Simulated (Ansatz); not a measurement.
# HfNb2O7: melt and quench

This session takes HfNb2O7 and sets out to make an amorphous cell by melting and quenching in short dynamics.

All numbers below are computed with Ansatz 0.2.0 (DFT PBE, scalar-relativistic, plane waves, PAW).

### Step 1. The system as given

The cell holds 20 atoms (Hf2Nb4O14): a = 6.404 Å, b = 6.709 Å, c = 6.565 Å, α = 91.59°, β = 90.95°, γ = 86.62°.

It is the last frame of an earlier stage of the same melt, run at 1520 K.

Its coordinates follow in the input file.

### Step 2. Dynamics at 300 K

One k point, a Fermi-Dirac width of 0.050 eV and a fixed cell.

Input file input.yaml:

```yaml
crystal:
  lattice:
    - [6.400765, 0.192799, -0.052575]
    - [0.192799, 6.705311, -0.091376]
    - [-0.052575, -0.091376, 6.563838]
  atoms:
    - { symbol: Hf, position: [0.2799403677, 0.7994864277, 0.0975688109] }
    - { symbol: Hf, position: [0.0718178003, 0.2637899251, 0.3202717124] }
    - { symbol: O, position: [0.9821307376, 0.7148142962, 0.9902051629] }
    - { symbol: O, position: [0.56168742, 0.2347019377, 0.8813017125] }
    - { symbol: O, position: [0.9558534314, 0.5363227527, 0.4147004038] }
    - { symbol: O, position: [0.3756871664, 0.247531154, 0.4419697622] }
    - { symbol: O, position: [0.7785497531, 0.7990618202, 0.5782621072] }
    - { symbol: O, position: [0.5543133938, 0.904495655, 0.1987201205] }
    - { symbol: O, position: [0.1118146642, 0.9204049998, 0.2940126316] }
    - { symbol: O, position: [0.9802390505, 0.1688615021, 0.643280834] }
    - { symbol: O, position: [0.3271756004, 0.5244212213, 0.2286719206] }
    - { symbol: O, position: [0.6910124542, 0.5250583729, 0.1460477613] }
    - { symbol: O, position: [0.777469654, 0.1435985285, 0.274061237] }
    - { symbol: O, position: [0.1869261181, 0.2051267556, 0.0391266504] }
    - { symbol: O, position: [0.1766560529, 0.4908762857, 0.7239763118] }
    - { symbol: O, position: [0.2846686038, 0.8975638561, 0.7773762904] }
    - { symbol: Nb, position: [0.7999011712, 0.7941506855, 0.2956517623] }
    - { symbol: Nb, position: [0.5419011557, 0.3044266419, 0.1601116845] }
    - { symbol: Nb, position: [0.2767028983, 0.1962187085, 0.7332432509] }
    - { symbol: Nb, position: [0.049406382, 0.7345905609, 0.718793313] }
  symmetry: { detect: false }
basis:
  ecutwfc: 420
  xc_grid: 1
kpoints:
  mp_grid: { grid: [1, 1, 1], shift: [0.0, 0.0, 0.0] }
hamiltonian:
  xc: pbe
scf:
  occupations: { method: fermi_dirac, width: 0.05 }
  lower_state_search: "off"
  convergence: { dr2_threshold: 1.0e-05 }
output:
  forces: true
  stress: true
md:
  timestep: 2.0
  n_steps: 250
  ensemble: nvt_langevin
  friction: 0.03
  temperature: 300.0
  initial_velocities: maxwell_boltzmann
  seed: 95275
```

On the command line:

```
$ ansatz run input.yaml --threads 2 --pin off --max-ram 5120MiB --backend cpu --events-out ev --progress --plain --runs-dir out
```

Output, shortened:

```text
Warning: scf.convergence.dr2_threshold = 1e-5 eV is looser than this run's default, which is 1e-7 eV or tighter. The error in the forces grows as the threshold's square root, so leave the key out unless less accurate forces are enough
Warning: output.stress: scf.convergence.dr2_threshold = 1e-5 eV is looser than the 2e-9 eV advised for a printed stress (1e-10 eV for each atom of the cell: 20). What an SCF threshold leaves in a stress goes as its square root, and in the free energy as the threshold itself, and one [...]
Warning: RAYON_NUM_THREADS=2 ignored (pool sized by the plan → 2); use --threads N
[...]
Pseudopotentials: kind: paw
Pseudopotential: Hf, paw, valence charge 26, recommended cutoff 420 eV (normal), Hf.paw.azcp
Pseudopotential: O, paw, valence charge 6, recommended cutoff 420 eV (normal), O.paw.azcp
Pseudopotential: Nb, paw, valence charge 13, recommended cutoff 420 eV (normal), Nb.paw.azcp
Functional definition: PBE
[...]
Crystal: 20 atoms, lattice volume = 281.400 Å³
Basis set: ecut = 420 eV, 5491 PW (Γ)
Bands: 114, of which v1, the nominal top of the filled ones, is band 94 counted from 1 (93 counted from 0)
Symmetry: 1 space group operations
k-points: 1
[...]
SCF iter   1: F=—  HF=-57612.363296 eV  |F-HF|=—  |Δ(HF+E_count)|=         —  Δρ=8.00e-3  dr2=1.13e-1  ethr=1.77e-3  ⟨swp⟩=6.0  Hψ=406  notcnv=0  defer=1
[...]
md step     0: t =     0.00 fs  T =   285.0 K  F+E_penalty+E_count = -57612.35345690 eV  E_kin = 0.736782 eV  P_inst = 0.5613 GPa  (8 SCF iters)
[...]
md step    10: t =    20.00 fs  T =   472.7 K  F+E_penalty+E_count = -57613.75499293 eV  E_kin = 1.221920 eV  P_inst = -0.5596 GPa  (6 SCF iters)
[...]
md step    20: t =    40.00 fs  T =   473.0 K  F+E_penalty+E_count = -57614.35447133 eV  E_kin = 1.222899 eV  P_inst = 0.9172 GPa  (6 SCF iters)
[...]
md step    30: t =    60.00 fs  T =   471.2 K  F+E_penalty+E_count = -57614.46927368 eV  E_kin = 1.218239 eV  P_inst = -0.9214 GPa  (6 SCF iters)
[...]
md step    40: t =    80.00 fs  T =   358.7 K  F+E_penalty+E_count = -57614.73170067 eV  E_kin = 0.927190 eV  P_inst = -2.3427 GPa  (6 SCF iters)
md step    41: t =    82.00 fs  T =   325.4 K  F+E_penalty+E_count = -57614.73542465 eV  E_kin = 0.841304 eV  P_inst = -2.1624 GPa  (4 SCF iters)
```

### Step 3. The log goes on: Langevin dynamics at 300 K from the last frame before

Output, continued, shortened:

```text
md step    42: t =    84.00 fs  T =   356.9 K  F+E_penalty+E_count = -57614.76879674 eV  E_kin = 0.922530 eV  P_inst = -2.0347 GPa  (4 SCF iters)
[...]
md step    71: t =   142.00 fs  T =   272.7 K  F+E_penalty+E_count = -57614.85647345 eV  E_kin = 0.704938 eV  P_inst = -1.8591 GPa  (4 SCF iters)
[...]
md step   100: t =   200.00 fs  T =   254.9 K  F+E_penalty+E_count = -57615.04556411 eV  E_kin = 0.658869 eV  P_inst = -2.8704 GPa  (5 SCF iters)
[...]
md step   129: t =   258.00 fs  T =   351.0 K  F+E_penalty+E_count = -57614.76460046 eV  E_kin = 0.907301 eV  P_inst = -2.0594 GPa  (4 SCF iters)
[...]
md step   158: t =   316.00 fs  T =   308.5 K  F+E_penalty+E_count = -57614.45278711 eV  E_kin = 0.797463 eV  P_inst = -1.1132 GPa  (4 SCF iters)
md step   159: t =   318.00 fs  T =   333.2 K  F+E_penalty+E_count = -57614.52429251 eV  E_kin = 0.861326 eV  P_inst = -1.5317 GPa  (4 SCF iters)
md step   160: t =   320.00 fs  T =   331.9 K  F+E_penalty+E_count = -57614.58644913 eV  E_kin = 0.857936 eV  P_inst = -1.9060 GPa  (6 SCF iters)
```

### Step 4. The output, continued: Langevin dynamics at 300 K from the last frame before

The log, continued, shortened:

```text
md step   161: t =   322.00 fs  T =   377.8 K  F+E_penalty+E_count = -57614.64255707 eV  E_kin = 0.976668 eV  P_inst = -2.1617 GPa  (4 SCF iters)
[...]
md step   183: t =   366.00 fs  T =   361.2 K  F+E_penalty+E_count = -57614.58836194 eV  E_kin = 0.933803 eV  P_inst = 1.0008 GPa  (4 SCF iters)
[...]
md step   205: t =   410.00 fs  T =   318.1 K  F+E_penalty+E_count = -57614.91567518 eV  E_kin = 0.822369 eV  P_inst = -1.1444 GPa  (4 SCF iters)
[...]
md step   227: t =   454.00 fs  T =   232.0 K  F+E_penalty+E_count = -57614.85419741 eV  E_kin = 0.599707 eV  P_inst = -0.7022 GPa  (4 SCF iters)
[...]
md step   249: t =   498.00 fs  T =   295.6 K  F+E_penalty+E_count = -57615.01786377 eV  E_kin = 0.764099 eV  P_inst = -0.4806 GPa  (4 SCF iters)
[...]
md step   250: t =   500.00 fs  T =   295.4 K  F+E_penalty+E_count = -57614.97043913 eV  E_kin = 0.763740 eV  P_inst = -0.3321 GPa  (6 SCF iters)
SCF converged after 6 iterations
Free energy (F): -57614.970439 eV
[...]
E sigma→0 (E₀):  -57614.970439 eV
Fermi energy:    9.045854 eV
[...]
--- Forces (eV/Å), atoms counted from 1 ---
  atom   1  Hf     0.12988695    -1.04666270     0.50651543
  atom   2  Hf    -1.02876526     0.30250336    -0.26295341
  atom   3  O      1.03058187     0.21180962    -0.73103098
  atom   4  O     -0.58074209    -0.12681962    -1.36545212
  atom   5  O     -0.11184229    -0.90574880    -0.80267823
  atom   6  O     -0.15814158     0.41604497    -0.27922629
  atom   7  O      0.01648402     0.01145807     0.23085131
  atom   8  O      1.57469837     0.05978611     0.80814080
[...]
--- Stress (GPa, compression-positive) ---
        6.336623       0.564179       2.219564
        0.564181      -6.893991       0.535630
        2.219563       0.535632      -1.308515
  P = ⅓ Tr σ = -0.6220 GPa (-6.220 kbar)
--- MD trajectory: 250 steps, t = 0.0 → 500.0 fs ---
  final state: T = 295.4 K   F+E_penalty+E_count = -57614.97043913 eV   E_kin = 0.763740 eV
```

It took 3.5 min on 2 threads of Arm Neoverse V2, shared host; peak memory 0.42 GiB.

### Step 5. What the atoms did

One step in 18; energies are changes from step 0; msd is the mean square displacement from the start, the centre of mass held:

```csv
time (fs),T (K),potential energy change (meV/atom),pressure (GPa),msd O (Å²),msd Nb (Å²),msd Hf (Å²)
0.0,285,0.0,0.6,0.000,0.000,0.000
36.0,547,-101.2,1.2,0.049,0.010,0.002
72.0,548,-123.7,-2.7,0.082,0.029,0.001
108.0,390,-125.4,-2.3,0.111,0.026,0.007
144.0,239,-124.2,-1.6,0.160,0.038,0.015
180.0,257,-134.1,-1.5,0.140,0.047,0.014
216.0,284,-133.6,-1.5,0.145,0.049,0.020
252.0,372,-126.6,-1.6,0.121,0.052,0.021
288.0,310,-114.5,1.2,0.116,0.054,0.027
324.0,414,-118.0,-2.3,0.122,0.059,0.025
360.0,407,-114.3,0.9,0.139,0.059,0.023
396.0,244,-125.0,-1.1,0.137,0.055,0.023
432.0,196,-135.0,-3.7,0.137,0.073,0.019
468.0,331,-133.8,-0.2,0.115,0.075,0.037
500.0,295,-130.8,-0.3,0.114,0.066,0.047
```

time (fs), T (K) and a bar:
```
      0.0        285 #########
     22.0        479 ##############################
     44.0        398 #####################
     66.0        443 ##########################
     86.0        372 ##################
    108.0        390 ####################
    130.0        382 ####################
    152.0        278 ########
    174.0        315 ############
    196.0        244 #####
    218.0        278 ########
    240.0        406 ######################
    260.0        347 ################
    282.0        331 ##############
    304.0        304 ###########
    326.0        427 ########################
    348.0        323 #############
    370.0        297 ##########
    392.0        282 #########
    414.0        345 ################
    434.0        211 #
    456.0        201 
    478.0        253 ######
    500.0        295 ##########
```

Pair distribution over the second half of the run:

```csv
r (Å),g O–O,g O–Nb,g Hf–O
0.68,0.00,0.00,0.00
0.84,0.00,0.00,0.00
1.00,0.00,0.00,0.00
1.16,0.00,0.00,0.00
1.32,0.00,0.00,0.00
1.48,0.00,0.00,0.00
1.64,0.00,0.02,0.00
1.80,0.00,2.33,0.11
1.96,0.00,6.86,4.59
2.12,0.00,3.32,5.65
2.28,0.12,0.99,2.06
2.44,1.22,0.75,0.87
2.60,2.74,0.84,0.59
2.76,2.79,0.25,0.27
2.92,2.22,0.14,0.32
3.08,1.67,0.03,0.55
```

First peaks of g(r) (not always the tallest), and, where a minimum follows, the mean number of second-named atoms round a first-named one up to the next minimum:

```csv
pair,peak (Å),height,minimum (Å),neighbours
O–O,2.68,3.1,-,-
O–Nb,1.96,6.9,-,-
Hf–O,2.04,6.4,2.76,6.4
```

### Step 6. Positions and forces

Positions (Å) and forces (eV/Å):

```xyz
20
Lattice="6.401 0.193 -0.053 0.193 6.705 -0.091 -0.053 -0.091 6.564" Properties=species:S:1:pos:R:3:forces:R:3 pbc="T T T" time_fs=100.0 T=402 dE=-2.5474
Hf    1.890    5.418    0.493   -0.173   -1.033   -0.571
Hf    0.524    1.765    2.117   -0.927    0.811    0.100
O     6.149    5.204    6.383   -0.571   -0.455   -0.456
O     3.452    1.931    5.810    0.211   -0.023    0.385
O     6.345    3.855    2.945    0.217   -0.444   -1.184
O     2.447    1.646    3.090    0.552   -0.062   -0.684
O     4.932    5.649    3.657    0.985    0.566   -0.449
O     3.571    6.171    1.135    0.815    0.501    0.236
O     0.839    6.019    1.975   -1.202    0.714    1.851
O     6.470    1.376    4.003   -1.231   -0.617   -1.000
O     1.933    3.551    1.258    0.125   -1.001    0.080
O     4.417    3.765    1.183    0.852   -0.249    0.637
O     5.172    1.044    1.369    0.005    0.860    0.737
O     1.559    1.121    0.437   -0.439   -0.101   -0.223
O     1.064    3.170    5.123    0.434    1.010    0.300
O     1.729    5.963    4.955    0.565   -0.177   -0.163
Nb    5.283    5.508    1.663   -0.393   -0.341    0.480
Nb    3.440    2.100    1.085    0.383    0.563   -1.241
Nb    1.692    1.369    4.842    0.841    0.555    1.473
Nb    0.196    4.847    4.506   -1.049   -1.073   -0.312
20
Lattice="6.401 0.193 -0.053 0.193 6.705 -0.091 -0.053 -0.091 6.564" Properties=species:S:1:pos:R:3:forces:R:3 pbc="T T T" time_fs=200.0 T=255 dE=-2.6921
Hf    1.855    5.410    0.464   -0.504   -0.920    0.583
Hf    0.620    1.792    2.108    0.394    0.504   -0.295
O     6.133    5.238    6.327    0.197   -0.232   -0.436
O     3.508    1.955    5.812    0.020    0.057    0.895
O     6.472    3.803    2.871    0.098   -0.182    0.376
O     2.620    1.697    3.021   -0.455   -0.292   -0.432
O     5.125    5.762    3.596   -0.236   -0.113    0.136
O     3.575    6.329    1.031   -0.223   -0.123    0.231
O     0.759    5.994    2.037    0.805    0.509    0.081
O     6.583    1.415    3.903   -0.114   -0.326    0.087
O     1.997    3.556    1.285    0.340   -0.516   -0.666
O     4.495    3.870    1.329   -0.172   -1.374   -0.004
O     5.226    1.085    1.315    0.522    1.275    0.750
O     1.434    1.108    0.296    0.011   -0.452    0.385
O     1.104    3.147    5.308   -0.042    1.346   -0.866
O     1.808    5.904    4.844    0.391   -0.286    0.355
Nb    5.237    5.589    1.669    0.509    0.299   -0.873
Nb    3.604    2.119    1.136   -1.141    0.804   -0.744
Nb    1.745    1.412    4.950    0.551   -0.145   -0.078
Nb    0.316    4.767    4.405   -0.954    0.168    0.516
20
Lattice="6.401 0.193 -0.053 0.193 6.705 -0.091 -0.053 -0.091 6.564" Properties=species:S:1:pos:R:3:forces:R:3 pbc="T T T" time_fs=300.0 T=383 dE=-2.3996
Hf    1.855    5.476    0.519   -0.064   -0.509   -0.962
Hf    0.556    1.681    2.256   -1.115    0.711   -0.411
O     6.163    5.345    6.290   -0.191   -0.857   -0.320
O     3.488    1.892    5.860    0.197    0.135    0.127
O     6.394    3.851    2.799    0.287   -1.284   -0.384
O     2.513    1.703    3.070    0.355    0.149   -0.538
O     5.043    5.630    3.539   -0.116    0.353    0.293
O     3.546    6.331    1.169    0.342    0.331    0.140
O     0.746    5.986    2.050    0.003    0.683    0.965
O     6.554    1.167    4.024    0.800    0.069   -0.132
O     2.024    3.555    1.166   -0.163   -0.511   -0.110
O     4.382    3.866    1.198    0.498   -1.035   -0.140
O     5.157    1.377    1.516   -0.527    0.310   -0.038
O     1.227    1.101    0.238    0.701    0.107    1.249
O     0.991    3.184    5.039    0.959    0.019    0.684
O     1.983    5.807    4.984   -0.521    0.075   -0.496
Nb    5.211    5.411    1.639    0.632    2.182    0.014
Nb    3.450    2.168    1.174    0.028   -0.975    0.257
Nb    1.805    1.474    5.008   -1.732   -1.610   -0.368
Nb    0.328    4.836    4.376   -0.371    1.648    0.180
20
Lattice="6.401 0.193 -0.053 0.193 6.705 -0.091 -0.053 -0.091 6.564" Properties=species:S:1:pos:R:3:forces:R:3 pbc="T T T" time_fs=400.0 T=211 dE=-2.4480
Hf    1.902    5.434    0.595   -0.406   -0.744   -0.589
Hf    0.594    1.624    2.287   -1.527    1.447   -1.072
O     6.152    5.181    6.307   -0.093    0.073    0.186
O     3.536    1.793    5.976   -0.479    0.056   -0.918
O     6.569    3.726    2.957    0.023    0.790    1.435
O     2.623    1.614    3.120   -0.767   -0.256    0.180
O     5.140    5.717    3.566   -0.559    0.284    0.206
O     3.603    6.271    1.181   -0.321    0.167   -0.119
O     0.760    6.015    2.127    0.375    0.173    0.265
O     6.567    1.226    4.070    0.417   -0.894    0.695
O     2.048    3.554    1.330    0.274   -0.480   -0.538
O     4.521    3.776    1.441    0.022    1.107   -0.227
O     5.142    1.252    1.440    1.612   -0.547    1.002
O     1.391    0.944    0.457    0.662    0.657   -0.259
O     1.243    3.104    5.252   -0.128    0.294   -0.242
O     1.952    5.735    5.055    0.375    1.048   -0.381
Nb    5.271    5.556    1.638    0.141   -1.702    0.519
Nb    3.455    2.130    1.226    0.693    0.512    0.795
Nb    1.825    1.386    5.015    0.156    0.877    0.496
Nb    0.328    4.928    4.474   -0.471   -2.866   -1.434
20
Lattice="6.401 0.193 -0.053 0.193 6.705 -0.091 -0.053 -0.091 6.564" Properties=species:S:1:pos:R:3:forces:R:3 pbc="T T T" time_fs=500.0 T=295 dE=-2.6170
Hf    1.882    5.386    0.468    0.130   -1.047    0.507
Hf    0.606    1.639    2.367   -1.029    0.303   -0.263
O     6.115    5.042    6.369    1.031    0.212   -0.731
O     3.663    1.804    6.033   -0.581   -0.127   -1.365
O     6.695    3.853    2.944   -0.112   -0.906   -0.803
O     2.597    1.465    3.159   -0.158    0.416   -0.279
O     5.139    5.668    3.625    0.016    0.011    0.231
O     3.590    6.157    1.035    1.575    0.060    0.808
O     0.814    6.025    2.008    0.048    0.189    0.774
O     6.598    1.451    4.222   -0.052   -0.735   -0.367
O     2.313    3.591    1.284   -0.731    0.039   -0.135
O     4.662    3.684    1.399    0.378    0.642    0.626
O     5.215    1.197    1.632    0.131   -0.356    0.411
O     1.484    1.207    0.483    0.307   -0.465    0.120
O     1.361    3.215    5.186    0.230    0.704    0.326
O     1.898    5.926    4.948   -0.192    0.149    0.160
Nb    5.323    5.400    1.713   -1.291    0.325   -1.585
Nb    3.514    2.055    1.272    0.624   -0.001    0.604
Nb    1.890    1.379    5.123    0.002    0.695   -0.531
Nb    0.365    4.813    4.437   -0.327   -0.112    1.492
```

### Step 7. The stages side by side

Means over the second half of each stage, earlier sessions' stages included (the first, hottest stages at a lower cutoff are left out); the pressure holds its kinetic part:

```csv
thermostat (K),duration (fs),mean T (K),mean P (GPa),mean potential energy over the last stage (meV/atom),largest msd at the end (Å²),wall time
3800,500,3893,5.8,565,2.26,4.9 min
2740,442,2619,2.8,305,1.72,4 min
1520,500,1574,1.4,151,0.49,4 min
300,500,316,-1.0,0,0.11,3.5 min
```

### Step 8. Outcome

| quantity | value |
| --- | --- |
| 300 K: length | 250 steps of 2 fs |
| 300 K: temperature, first and last step | 285 and 295 K |
| 300 K: temperature, second half | mean 316 K, from 196 to 454 K |

Against a set 300 K the second half averages 316 K with a spread of 61 K (in equilibrium 20 atoms would scatter by about 55 K, over a far longer run). The set temperature drops by 3500 K in 1442 fs, about 2×10^15 K/s: far faster than any laboratory quench, and in so small a cell the end may be disordered or ordered by chance. A run of 500 fs with 20 atoms shows the motion but fixes no equilibrium value. The runs treat Hf without spin-orbit coupling.
